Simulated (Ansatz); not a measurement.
F2GeH4Si, SMILES F[SiH](F)[GeH3], a rigid scan of one bond length

Program: the Python package of Ansatz (0.2.0).

Notebook, run cell by cell (the value of a cell's last expression is shown):

**Cell 1**
```python
from dataclasses import dataclass
import warnings

import ansatz as az
from ase import Atoms
import matplotlib.pyplot as plt
import numpy as np
```

**Cell 2**
```python
@dataclass(frozen=True)
class Options:
    basis_set: str = "def2-SVP"
    method: str = "mp2"
```

**Cell 3**
```python
opts = Options()
```

**Cell 4**
```python
warnings.simplefilter("ignore", az.DeckWarning)
```

**Cell 5**
```python
atoms = Atoms(["F", "Si", "F", "Ge", "H", "H", "H", "H"], positions=[
    (1.3063, -1.5271, 1.2853),
    (1.0959, -0.1365, 0.2728),
    (1.9565, -0.3714, -1.1524),
    (-1.0559, 0.1804, -0.2665),
    (1.603, 1.0511, 0.9562),
    (-1.9472, 0.4051, 1.0346),
    (-1.6306, -1.0851, -0.9968),
    (-1.2359, 1.4263, -1.1889),
])
geometry = az.Crystal.molecule_from_ase(atoms)

symbols = [site.symbol for site in geometry.cartesian_sites]
start = np.array([site.position_ang for site in geometry.cartesian_sites])
axis = (start[7] - start[3]) / np.linalg.norm(start[7] - start[3])
moving = [7]
lengths, energies = [1.33, 1.44, 1.56, 1.72, 1.95, 2.34, 2.81, 3.43], []
for length in lengths:
    xyz = start.copy()
    xyz[moving] += (length - np.linalg.norm(start[7] - start[3])) * axis
    point = az.Crystal.molecule()
    for symbol, place in zip(symbols, xyz):
        point = point.atom(symbol, place.tolist())
    calc = point.calculation().basis(gaussian=opts.basis_set).correlation(opts.method)
    summary = calc.run().report
    energies.append(summary["free_energy_ev"])
    print(f"r = {length:6.3f} A  E = {energies[-1]:.5f} eV  <S^2> = {abs(summary['mean_field']['state']['spin_squared']):.3f}")
```
Output:
```text
r =  1.330 A  E = -69818.15361 eV  <S^2> = 0.000
r =  1.440 A  E = -69818.54645 eV  <S^2> = 0.000
r =  1.560 A  E = -69818.60918 eV  <S^2> = 0.000
r =  1.720 A  E = -69818.35014 eV  <S^2> = 0.000
r =  1.950 A  E = -69817.66267 eV  <S^2> = 0.000
r =  2.340 A  E = -69816.34322 eV  <S^2> = 0.000
r =  2.810 A  E = -69815.03130 eV  <S^2> = 0.000
r =  3.430 A  E = -69813.96744 eV  <S^2> = 0.000
```

**Cell 6**
```python
print("energy above the lowest point (eV):", [round(e - min(energies), 3) for e in energies])
plt.figure(figsize=(4.5, 3))
plt.plot(lengths, np.array(energies) - min(energies), "o-")
plt.xlabel("bond length (A)")
plt.ylabel("E - E(min) (eV)")
plt.tight_layout()
plt.savefig("scan.png", dpi=100)
```
Output:
```text
energy above the lowest point (eV): [0.456, 0.063, 0.0, 0.259, 0.947, 2.266, 3.578, 4.642]
```

Caveats:
- These settings explore the input space; basis and method may be short of convergence.
- The rest of the molecule is held rigid at a force-field or estimated start geometry, and the basis set is modest; single-reference methods fail as a bond breaks.
- The orbitals are restricted, so S² is zero by construction.
- Toward dissociation an unrestricted state can lie under the restricted one, by tenths of an eV for polar bonds under a functional and by 1 to 2 eV or more for others.
- S² is that of the Hartree-Fock reference.
- Timing: 23 s on 1 thread of Arm Neoverse V1 (shared host), peak memory 0.33 GiB.
